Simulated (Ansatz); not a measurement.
# YZn (CsCl type): bands and what follows from them

What do the bands of YZn (CsCl type) imply? The runs give the Fermi surface and transport coefficients.

Computed with Ansatz 0.2.0 (DFT r²SCAN, scalar-relativistic, plane waves, PAW, unless a step's input says otherwise).

6 further runs of the same task are left out: 6 set aside as unsound or not needed.

## 1. Starting point

It takes space group Pm-3m (No. 221, cubic). The conventional cell has a = 3.577 Å, b = 3.577 Å, c = 3.577 Å, α = 90.00°, β = 90.00°, γ = 90.00°. Y (site symmetry m-3m) has 8 Zn at 3.10 Å in its first shell of neighbours. Zn (site symmetry m-3m) is surrounded by 8 Y at 3.10 Å.

Structure file:

```cif
data_structure
_symmetry_space_group_name_H-M 'Pm-3m'
_symmetry_Int_Tables_number 221
_cell_length_a 3.5770
_cell_length_b 3.5770
_cell_length_c 3.5770
_cell_angle_alpha 90.000
_cell_angle_beta 90.000
_cell_angle_gamma 90.000
_cell_volume 45.77
loop_
_atom_site_label
_atom_site_type_symbol
_atom_site_symmetry_multiplicity
_atom_site_Wyckoff_symbol
_atom_site_fract_x
_atom_site_fract_y
_atom_site_fract_z
_atom_site_occupancy
Y1 Y 1 a 0.00000 0.00000 0.00000 1
Zn1 Zn 1 b 0.50000 0.50000 0.50000 1
```

The cell is the measured one, not relaxed. At r²SCAN, an earlier run found -0.63 GPa for this cell of 22.884 Å³/atom (10×10×10 mesh), a metal on this mesh.

## 2. Bands on a fine mesh, Fermi surface

input.yaml

```yaml
crystal:
  lattice:
    - [3.57699841, 0.0, 0.0]
    - [0.0, 3.57699841, 0.0]
    - [0.0, 0.0, 3.57699841]
  atoms:
    - { symbol: "Y", position: [0.0, 0.0, 0.0] }
    - { symbol: Zn, position: [0.5, 0.5, 0.5] }
basis:
  ecutwfc: 500
  ecutrho_ratio: 4
kpoints:
  mp_grid: { grid: [10, 10, 10] }
hamiltonian:
  xc: r2scan
scf:
  occupations: { method: gaussian, width: 0.05 }
output:
  forces: true
  stress: true
  eigenvalues: true
  eigenstates:
    nscf_kmesh: { grid: [16, 16, 16] }
    de_dk: true
    e_range: [-2.5, 2.5]
  write_density: true
  write_potential: true
  elf: true
  volumetric_format: npy
```

Run with:

```
$ ansatz run input.yaml --threads 4 --pin off --max-ram 9216MiB --backend cpu --events-out ev --progress --plain --runs-dir out
```

The program printed:

```text
Warning: RAYON_NUM_THREADS=4 ignored (pool sized by the plan → 4); use --threads N
Engine: ansatz 0.2.0, aarch64-unknown-linux-gnu
Pseudopotentials: kind: paw
Pseudopotential: Y, paw, valence charge 11, recommended cutoff 500 eV (meta_gga), Y.paw.azcp
Pseudopotential: Zn, paw, valence charge 12, recommended cutoff 500 eV (meta_gga), Zn.paw.azcp
Functional definition: r2SCAN
  parameter k0 = 0.174
  parameter k1 = 0.065
  parameter a1 = 4.9479
  exchange = r2scan_x(k0 = k0, k1 = k1, a1 = a1)
  correlation = r2scan_c
Crystal: 2 atoms, lattice volume = 45.767 Å³
Basis set: ecut = 500 eV, 1189 PW (Γ), exchange–correlation on 108×108×108 points (64 copies of the dense FFT grid, shifted against one another)
Bands: 16, of which v1, the nominal top of the filled ones, is band 12 counted from 1 (11 counted from 0)
Symmetry: 48 space group operations
Space group: Pm-3m (ITA 221), of the structure as read, at distance tolerance 3.6e-5 Å
k-points: 56 of 1000
Non-local potential: Y, projectors of the file, l = 0: 3, l = 1: 2, l = 2: 2, l = 3: 1
Non-local potential: Zn, projectors of the file, l = 0: 2, l = 1: 2, l = 2: 3, l = 3: 1
PAW form: soft (Blöchl's): semilocal exchange-correlation on the pseudo side does not see the compensation charge
PAW frozen core: Y, regenerated for the run's functional (the file was generated under x = pbe(κ = 0.804, μ = 0.2195149727645171), c = pbe(β = 0.06672455060314922))
PAW frozen core: Zn, regenerated for the run's functional (the file was generated under x = pbe(κ = 0.804, μ = 0.2195149727645171), c = pbe(β = 0.06672455060314922))
PAW one-centre angular grid: Y, 590 points (default); XC on 160 Gauss nodes
PAW one-centre angular grid: Zn, 590 points (default); XC on 261 of its mesh's 2673 points in the sphere
Initial density: superposition of atomic densities (neutral atoms: chi_scale 0, normalization atom), corrected by the library's trained network
Initial wavefunctions: pseudopotential atomic-orbital guess
Functional: x = r2scan, c = r2scan; τ floored in thin density (d = 2e-4 eV/Å³)
SCF iter   1: F=—  HF=-7186.171691 eV  |F-HF|=—  |Δ(HF+E_count)|=         —  Δρ=1.31e-2  dr2=7.02e-2  dr2_τ=3.69e-3  ethr=1.77e-3  ⟨swp⟩=5.7  Hψ=4510  notcnv=0
preconditioner: auto → none  [metal: Δε(μ)=0.013 eV  Ē_g=13.890 eV  σ=0.050 eV  W_gap=0.14  n_scr=6 (ndim 8)  ℏωp=25.2 eV  f_vac=0.000  D(μ)=3.06/eV (n_scr^D=26)  sad-step TF]
SCF iter   2: F=—  HF=-7186.191141 eV  |F-HF|=—  |Δ(HF+E_count)|=   1.94e-2  Δρ=4.12e-3  dr2=1.35e-2  dr2_τ=3.81e-4  ethr=3.05e-4  ⟨swp⟩=2.0  Hψ=2004  notcnv=0  defer=14
SCF iter   3: F=—  HF=-7186.185019 eV  |F-HF|=—  |Δ(HF+E_count)|=   6.12e-3  Δρ=1.86e-3  dr2=8.83e-4  dr2_τ=3.42e-4  ethr=5.87e-5  ⟨swp⟩=2.0  Hψ=1541  notcnv=0  defer=14
SCF iter   4: F=—  HF=-7186.185204 eV  |F-HF|=—  |Δ(HF+E_count)|=   1.86e-4  Δρ=7.24e-4  dr2=1.13e-4  dr2_τ=1.48e-5  ethr=3.84e-6  ⟨swp⟩=2.0  Hψ=1488  notcnv=0  defer=14
SCF iter   5: F=—  HF=-7186.185271 eV  |F-HF|=—  |Δ(HF+E_count)|=   6.64e-5  Δρ=1.19e-4  dr2=3.67e-6  dr2_τ=3.19e-7  ethr=4.91e-7  ⟨swp⟩=2.6  Hψ=1461  notcnv=0  defer=14
SCF iter   6: F=—  HF=-7186.185273 eV  |F-HF|=—  |Δ(HF+E_count)|=   2.66e-6  Δρ=1.08e-5  dr2=3.03e-8  dr2_τ=9.54e-9  ethr=1.60e-8  ⟨swp⟩=2.6  Hψ=1261  notcnv=0  defer=14
SCF iter   7: F=—  HF=-7186.185274 eV  |F-HF|=—  |Δ(HF+E_count)|=   2.25e-7  Δρ=2.90e-6  dr2=2.64e-9  dr2_τ=2.78e-10  ethr=1.32e-10  ⟨swp⟩=2.4  Hψ=1443  notcnv=0  defer=14
SCF iter   8: F=—  HF=-7186.185274 eV  |F-HF|=—  |Δ(HF+E_count)|=   1.39e-9  Δρ=2.73e-7  dr2=1.47e-11  dr2_τ=9.89e-13  ethr=1.15e-11  ⟨swp⟩=2.0  Hψ=1386  notcnv=0  defer=14
SCF iter   9: F=-7186.185274 eV  HF=-7186.185274 eV  |F-HF|=3.64e-12  |Δ(HF+E_count)|=  2.09e-11  Δρ=3.99e-8  dr2=5.00e-13  dr2_τ=5.50e-14  ethr=1.00e-12  ⟨swp⟩=6.2  Hψ=3902  notcnv=0
the search or the solves at the SCF's close seem to have found levels that the self-consistency loop had missed (the run counts 1). By its estimate they hold under 1e-12 electrons; where the run keeps them, the occupations were computed again with them
SCF 1 converged in 9 iterations: F = -7186.185274 eV  dr2 = 5.00e-13
NSCF: frozen V_eff on 165 k-points
SCF converged after 9 iterations
Free energy (F): -7186.185274 eV
Harris-Foulkes:  -7186.185274 eV  (|F-HF|=3.64e-12)
Internal energy: -7186.181486 eV  (E = F + TS)
E sigma→0 (E₀):  -7186.183380 eV
Entropy (-TS):   -0.003788 eV (-1.894 meV/atom)
Fermi energy:    10.333098 eV
--- Per-component energies (eV) ---
  E_band       = -77.793637
  E_kinetic    = 434.821721
  E_local      = -2265.082884  (includes V_loc(G=0)·N_el)
  E_nonlocal   = 660.763919
  E_hartree    = 901.558501
  E_xc         = -292.830877
  E_vxc        = -277.259674  (∫ρ·V_xc dr)
  E_paw        = -4685.540511  (= ΣΔE_a)
  E_vpaw       = -449.617067  (= ΣTr[D̂ρ^β])
  E_aug_tail   = -0.000045  (compensation charges beyond the density's cutoff)
  E_vtau       = 15.463381  (kinetic-family band-sum trace: ∫τ·v_τ [+ j·A + Jᵃ·Aᵃ] dr)
  E_ewald      = -1939.534738
  E_core_change = -0.336572  (= ΣΔE_core)
  E_smearing   = -0.003788  (= −TS)
  E_closure    = 0.000000  (closes the sum)
  Σ components = -7186.185274   (vs F -7186.185274, Δ=0.00e0)
--- Forces (eV/Å), atoms counted from 1 ---
  atom   1  Y     -0.00000000     0.00000000     0.00000000
  atom   2  Zn     0.00000000     0.00000000     0.00000000
  max |Σ_I F_I| component: 4.81e-29 eV/Å
--- Stress (GPa, compression-positive) ---
       -0.633477       0.000000       0.000000
        0.000000      -0.633477       0.000000
        0.000000       0.000000      -0.633477
  P = ⅓ Tr σ = -0.6335 GPa (-6.335 kbar)
--- Band table (eV; the first three rows and the last of 56) ---
  k-point 0: bands = ["-34.0528", "-13.2395", "-13.2395", "-13.2395", "2.9299", "3.0159", "3.0159", "3.2360", "3.2360", "3.2360", "10.4186", "10.4186", "14.8436", "14.8436", "14.8436", "15.1890"]
  k-point 1: bands = ["-34.0504", "-13.2731", "-13.2366", "-13.2366", "3.0224", "3.0301", "3.0878", "3.2325", "3.2325", "3.2379", "10.3578", "10.4604", "13.9708", "13.9708", "14.7562", "14.8556"]
  k-point 2: bands = ["-34.0444", "-13.3599", "-13.2290", "-13.2290", "3.0394", "3.0769", "3.2235", "3.2235", "3.2430", "3.5367", "9.9485", "10.5761", "13.1001", "13.1001", "14.3266", "14.8874"]
  k-point 55: bands = ["-33.9824", "-13.4798", "-13.4798", "-13.4798", "3.1303", "3.1303", "3.1303", "3.3686", "3.3686", "8.3177", "8.3177", "8.3177", "9.9090", "15.7616", "15.7616", "15.7616"]
--- Fermi surface from the table of eigenstates, both spin states counted (twice the sheets' area in a run without spin) ---
  How far the three rows differ hints at the mesh's error and does not bound it.
  reading                E - E_F (eV)   area (Å⁻²)  resistivity times mean free path along x, y, z (Ω·m²), under one mean free path over the surface
  by tetrahedra                0.0102       25.564  1.1959e-15  1.1959e-15  1.1959e-15
  by the states' slopes  not read: the table lacks a row of a band that the level cuts (widen output.eigenstates.e_range, raise output.eigenstates.top_band)
  on every second point        0.0049       22.430  1.3630e-15  1.3630e-15  1.3630e-15
```

It took 5.4 s on 4 threads of Arm Neoverse V1, shared host; peak memory 0.46 GiB.

Result: volume 22.884 Å³/atom, pressure -0.63 GPa, no gap.

Bands that cross the Fermi level on the 16×16×16 mesh (edges cut at 2.5 eV from it):

```csv
spin,band,lowest (eV),highest (eV)
both,11,-2.41,0.10
both,12,-2.02,0.87
both,13,-0.42,2.42
```

Density in a lattice plane of the grid's cell (edges 3.58 and 3.58 Å, at 0.000 of the third edge), which holds Y.

Values in e/Å³, 12 rows by 12 columns:
```
3.54 3.40 2.16 0.75 0.18 0.10 0.08 0.10 0.18 0.75 2.16 3.40
2.68 2.16 1.12 0.40 0.14 0.10 0.09 0.10 0.14 0.40 1.12 2.16
0.94 0.75 0.40 0.19 0.12 0.11 0.11 0.11 0.12 0.19 0.40 0.75
0.21 0.18 0.14 0.12 0.11 0.12 0.12 0.12 0.11 0.12 0.14 0.18
0.10 0.10 0.10 0.11 0.12 0.13 0.13 0.13 0.12 0.11 0.10 0.10
0.08 0.08 0.09 0.11 0.12 0.13 0.15 0.13 0.12 0.11 0.09 0.08
0.10 0.10 0.10 0.11 0.12 0.13 0.13 0.13 0.12 0.11 0.10 0.10
0.21 0.18 0.14 0.12 0.11 0.12 0.12 0.12 0.11 0.12 0.14 0.18
0.94 0.75 0.40 0.19 0.12 0.11 0.11 0.11 0.12 0.19 0.40 0.75
2.68 2.16 1.12 0.40 0.14 0.10 0.09 0.10 0.14 0.40 1.12 2.16
3.54 3.40 2.16 0.75 0.18 0.10 0.08 0.10 0.18 0.75 2.16 3.40
3.02 3.54 2.68 0.94 0.21 0.10 0.08 0.10 0.21 0.94 2.68 3.54
```
Columns run along the first of these edges and rows up along the second, over one cell in 12 and 12 even steps from the bottom left corner. Atoms in the plane (fractional): Y at (0.00, 0.00).

ELF in the same plane.

Values, 12 rows by 12 columns:
```
0.64 0.78 0.85 0.58 0.10 0.09 0.15 0.09 0.10 0.58 0.85 0.78
0.85 0.85 0.78 0.35 0.08 0.16 0.27 0.16 0.08 0.35 0.78 0.85
0.66 0.58 0.35 0.14 0.14 0.32 0.42 0.32 0.14 0.14 0.35 0.58
0.13 0.10 0.08 0.14 0.32 0.48 0.53 0.48 0.32 0.14 0.08 0.10
0.07 0.09 0.16 0.32 0.48 0.54 0.56 0.54 0.48 0.32 0.16 0.09
0.11 0.15 0.27 0.42 0.53 0.56 0.57 0.56 0.53 0.42 0.27 0.15
0.07 0.09 0.16 0.32 0.48 0.54 0.56 0.54 0.48 0.32 0.16 0.09
0.13 0.10 0.08 0.14 0.32 0.48 0.53 0.48 0.32 0.14 0.08 0.10
0.66 0.58 0.35 0.14 0.14 0.32 0.42 0.32 0.14 0.14 0.35 0.58
0.85 0.85 0.78 0.35 0.08 0.16 0.27 0.16 0.08 0.35 0.78 0.85
0.64 0.78 0.85 0.58 0.10 0.09 0.15 0.09 0.10 0.58 0.85 0.78
0.32 0.64 0.85 0.66 0.13 0.07 0.11 0.07 0.13 0.66 0.85 0.64
```
Columns run along the first of these edges and rows up along the second, over one cell in 12 and 12 even steps from the bottom left corner. Atoms in the plane (fractional): Y at (0.00, 0.00).

Both are smooth fields of the valence electrons: close to the nuclei they are not physical.

The highest ELF values outside the cores: 0.57 between the atoms, 1.8 Å from Zn.

ELF in the plane through atom 1 (Y) and two of its nearest Zn neighbours, 7.2 Å on a side, that atom in the middle and its first bond to the right.

Ten even steps from ' ' (0.00) to '@' (0.86):
```
--..::**@@@@@@%%--..--====::::....::::====::  ==%%
::..**@@@@##%%@@##....==--::        ::--==..::%%@@
::..##@@%%++##@@%%::..==--..        ::----..::%%@@
--..--@@@@@@@@@@++..::==--::..    ..::--==::..++@@
==::..--**##**--....--====--::::::::--++++--....==
++==--......      ....::::----====++++****++==::..
==------==----::..    ..........--++****++==----==
::::::::--====--....++%%%%%%++....--++==::::::::::
..      ::--==::..**@@@@@@@@@@++..::==--::      ..
        ..::--::::##@@##--##@@##::::--::..        
..      ::--==::..++@@@@@@@@@@**..::==--::      ..
::::::::::==++--....++%%%%%%++....--====--::::::::
==----==++****++--..........    ..::----==------==
..::==++****++++====----::::....      ......--==++
==....--++++--::::::::--====--....--**##**--..::==
@@++..::==--::..    ..::--==::..++@@@@@@@@@@--..--
@@%%::..----::        ..--==..::%%@@##++%%@@##..::
@@%%::..==--::        ::--==....##@@%%##@@@@**..::
%%==  ::====::::....::::====--..--%%@@@@@@**::..--
```
Atoms in the plane (Å from the middle): Zn (1.0, 2.9), Zn (3.1, 0.0), Zn (-3.1, 0.0), Zn (-1.0, -2.9), Y (-2.1, 2.9), Y (0.0, 0.0), Y (2.1, -2.9).

## 3. States of the whole zone by energy, transport at constant relaxation time

input.yaml: that of step 2 with these lines changed.

```diff
@@ -21,9 +21,2 @@
   eigenvalues: true
-  eigenstates:
-    nscf_kmesh: { grid: [16, 16, 16] }
-    de_dk: true
-    e_range: [-2.5, 2.5]
-  write_density: true
-  write_potential: true
-  elf: true
-  volumetric_format: npy
+  states_by_energy: { minimum_broadening: 0.025 }
```

Run with:

```
$ ansatz run input.yaml --threads 4 --pin off --max-ram 9216MiB --backend cpu --events-out ev --progress --plain --runs-dir out
```

The program printed:

```text
Warning: RAYON_NUM_THREADS=4 ignored (pool sized by the plan → 4); use --threads N
[... 10 set-up lines as earlier in the session ...]
Crystal: 2 atoms, lattice volume = 45.767 Å³
Basis set: ecut = 500 eV, 1189 PW (Γ), exchange–correlation on 108×108×108 points (64 copies of the dense FFT grid, shifted against one another)
Bands: 16, of which v1, the nominal top of the filled ones, is band 12 counted from 1 (11 counted from 0)
[... 2 set-up lines as earlier in the session ...]
k-points: 56 of 1000
[... 10 set-up lines as earlier in the session ...]
SCF iter   1: F=—  HF=-7186.171691 eV  |F-HF|=—  |Δ(HF+E_count)|=         —  Δρ=1.31e-2  dr2=7.02e-2  dr2_τ=3.69e-3  ethr=1.77e-3  ⟨swp⟩=5.7  Hψ=4510  notcnv=0
preconditioner: auto → none  [metal: Δε(μ)=0.013 eV  Ē_g=13.890 eV  σ=0.050 eV  W_gap=0.14  n_scr=6 (ndim 8)  ℏωp=25.2 eV  f_vac=0.000  D(μ)=3.06/eV (n_scr^D=26)  sad-step TF]
SCF iter   2: F=—  HF=-7186.191141 eV  |F-HF|=—  |Δ(HF+E_count)|=   1.94e-2  Δρ=4.12e-3  dr2=1.35e-2  dr2_τ=3.81e-4  ethr=3.05e-4  ⟨swp⟩=2.0  Hψ=2004  notcnv=0  defer=14
SCF iter   3: F=—  HF=-7186.185019 eV  |F-HF|=—  |Δ(HF+E_count)|=   6.12e-3  Δρ=1.86e-3  dr2=8.83e-4  dr2_τ=3.42e-4  ethr=5.87e-5  ⟨swp⟩=2.0  Hψ=1541  notcnv=0  defer=14
SCF iter   4: F=—  HF=-7186.185204 eV  |F-HF|=—  |Δ(HF+E_count)|=   1.86e-4  Δρ=7.24e-4  dr2=1.13e-4  dr2_τ=1.48e-5  ethr=3.84e-6  ⟨swp⟩=2.0  Hψ=1488  notcnv=0  defer=14
SCF iter   5: F=—  HF=-7186.185271 eV  |F-HF|=—  |Δ(HF+E_count)|=   6.64e-5  Δρ=1.19e-4  dr2=3.67e-6  dr2_τ=3.19e-7  ethr=4.91e-7  ⟨swp⟩=2.6  Hψ=1461  notcnv=0  defer=14
SCF iter   6: F=—  HF=-7186.185274 eV  |F-HF|=—  |Δ(HF+E_count)|=   2.87e-6  Δρ=1.08e-5  dr2=3.04e-8  dr2_τ=9.77e-9  ethr=4.35e-10  ⟨swp⟩=4.5  Hψ=3903  notcnv=0
SCF iter   7: F=-7186.185274 eV  HF=-7186.185274 eV  |F-HF|=6.21e-10  |Δ(HF+E_count)|=   1.28e-8  Δρ=2.90e-6  dr2=2.63e-9  dr2_τ=2.70e-10  ethr=1.32e-10  ⟨swp⟩=2.0  Hψ=2894  notcnv=0
the search or the solves at the SCF's close seem to have found levels that the self-consistency loop had missed (the run counts 1). By its estimate they hold under 1e-12 electrons; where the run keeps them, the occupations were computed again with them
SCF 1 converged in 7 iterations: F = -7186.185274 eV  dr2 = 2.63e-9
NSCF: frozen V_eff on 8 k-points
SCF converged after 7 iterations
Free energy (F): -7186.185274 eV
Harris-Foulkes:  -7186.185274 eV  (|F-HF|=6.21e-10)
Internal energy: -7186.181486 eV  (E = F + TS)
E sigma→0 (E₀):  -7186.183380 eV
Entropy (-TS):   -0.003788 eV (-1.894 meV/atom)
Fermi energy:    10.333095 eV
--- Per-component energies (eV) ---
  E_band       = -77.793374
  E_kinetic    = 434.821612
  E_local      = -2265.082059  (includes V_loc(G=0)·N_el)
  E_nonlocal   = 660.763793
  E_hartree    = 901.557908
  E_xc         = -292.830873
  E_vxc        = -277.259668  (∫ρ·V_xc dr)
  E_paw        = -4685.540512  (= ΣΔE_a)
  E_vpaw       = -449.616878  (= ΣTr[D̂ρ^β])
  E_aug_tail   = -0.000045  (compensation charges beyond the density's cutoff)
  E_vtau       = 15.463380  (kinetic-family band-sum trace: ∫τ·v_τ [+ j·A + Jᵃ·Aᵃ] dr)
  E_ewald      = -1939.534738
  E_core_change = -0.336572  (= ΣΔE_core)
  E_smearing   = -0.003788  (= −TS)
  E_closure    = -0.000000  (closes the sum)
  Σ components = -7186.185274   (vs F -7186.185274, Δ=0.00e0)
--- Forces (eV/Å), atoms counted from 1 ---
  atom   1  Y     -0.00000000    -0.00000000     0.00000000
  atom   2  Zn     0.00000000    -0.00000000     0.00000000
  max |Σ_I F_I| component: 9.68e-29 eV/Å
--- Stress (GPa, compression-positive) ---
       -0.633415       0.000000       0.000000
        0.000000      -0.633415       0.000000
        0.000000       0.000000      -0.633415
  P = ⅓ Tr σ = -0.6334 GPa (-6.334 kbar)
--- Band table (eV; the first three rows and the last of 56) ---
  k-point 0: bands = ["-34.0527", "-13.2395", "-13.2395", "-13.2395", "2.9299", "3.0159", "3.0159", "3.2360", "3.2360", "3.2360", "10.4186", "10.4186", "14.8436", "14.8436", "14.8436", "15.1890"]
  k-point 1: bands = ["-34.0504", "-13.2731", "-13.2366", "-13.2366", "3.0224", "3.0301", "3.0878", "3.2325", "3.2325", "3.2379", "10.3577", "10.4604", "13.9708", "13.9708", "14.7562", "14.8556"]
  k-point 2: bands = ["-34.0444", "-13.3598", "-13.2290", "-13.2290", "3.0394", "3.0769", "3.2235", "3.2235", "3.2430", "3.5367", "9.9485", "10.5761", "13.1001", "13.1001", "14.3266", "14.8875"]
  k-point 55: bands = ["-33.9824", "-13.4797", "-13.4797", "-13.4797", "3.1303", "3.1303", "3.1303", "3.3686", "3.3686", "8.3177", "8.3177", "8.3177", "9.9089", "15.7616", "15.7616", "15.7616"]
```

Wall time 25 s (4 threads of Arm Neoverse V1, shared host); peak memory 0.7 GiB.

This gives: volume 22.884 Å³/atom, pressure -0.63 GPa, metallic.

A script then sums the file of states by energy over Fermi windows, for rigid-band transport at a constant relaxation time τ. Negative carriers are holes, and the chemical potential counts from the run's Fermi level:

```csv
T (K),electrons added (10¹⁹ cm⁻³),chemical potential (eV),σ/τ xx (10²⁰/Ω m s),Seebeck xx (μV/K),Lorenz xx (10⁻⁸ V²/K²)
300,0,0.012,4.12,7,2.37
300,1,0.012,4.12,7,2.37
300,-1,0.011,4.12,6,2.37
300,10,0.014,4.11,7,2.37
300,-10,0.009,4.13,6,2.37
300,100,0.036,4.01,8,2.39
300,-100,-0.014,4.2,4,2.36
600,0,0.008,4.04,11,2.30
600,1,0.009,4.04,11,2.30
600,-1,0.008,4.04,11,2.30
600,10,0.011,4.04,11,2.30
600,-10,0.006,4.05,11,2.30
600,100,0.033,3.96,13,2.30
600,-100,-0.017,4.12,9,2.30
900,0,0.005,3.97,16,2.23
900,1,0.006,3.97,16,2.23
900,-1,0.005,3.97,16,2.24
900,10,0.008,3.97,17,2.23
900,-10,0.003,3.98,16,2.24
900,100,0.031,3.89,18,2.23
900,-100,-0.021,4.05,14,2.25
```

## 4. What came out

| quantity | value |
| --- | --- |
| Fermi-surface area, spins summed | 25.56 Å⁻² |
| resistivity × mean free path, xx and zz | 1.20, 1.20 × 10⁻¹⁵ Ω m² |
| largest S²σ/τ along x | at 900 K with 100 × 10¹⁹ cm⁻³ electrons, S = 18 μV/K |

On the fine mesh the Fermi surface has sheets from 3 bands. Among the cases computed, S²σ/τ along x is largest at 900 K for electron doping of 100 × 10¹⁹ cm⁻³. That is the edge of the range tried, not a located peak.
